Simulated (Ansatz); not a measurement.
The system is InAg.

```
In Ag
1.0
     3.46479    0.00000    0.00000
     0.00000    3.46479    0.00000
     0.00000    0.00000    3.46479
In Ag
1 1
Direct
  0.50000 0.50000 0.50000
  0.00000 0.00000 0.00000
```

The cell comes from a database or a generator and needn't be the stable form of this composition.

```yaml
Program: Ansatz 0.2.0
Task: relaxation of cell and atoms
Functional: PBE
Potentials_or_basis: Ansatz PAW
Cutoff: "420 eV (not typed: the program's choice for these potentials)"
k_mesh: 8 × 8 × 8
Occupations: fermi-dirac, width 0.05 eV
Spin: no spin polarisation
```

At the start: volume 20.80 Å³/atom.

**Question.** How do energy, volume and symmetry change on relaxing?

**Answer.** It ends after 5 steps and the volume is 21.58 Å³/atom (+3.8 %); space group Pm-3m (No. 221, to 0.05 Å).

Step by step:
```tsv
step	energy change (eV)	largest force (eV/Å)	volume (Å³)
1	0.0000	0.0000	41.59
2	-0.0087	0.0000	43.63
3	-0.0097	0.0000	43.20
4	-0.0097	0.0000	43.15
5	-0.0102	0.0000	43.15
```

Final structure:
```
In Ag
1.0
     3.50758    0.00000    0.00000
     0.00000    3.50758    0.00000
     0.00000    0.00000    3.50758
In Ag
1 1
Direct
  0.50000 0.50000 0.50000
  0.00000 0.00000 0.00000
```

Caveat: the plane-wave basis is chosen anew once the cell has moved, so the energies of steps on either side of that aren't comparable.
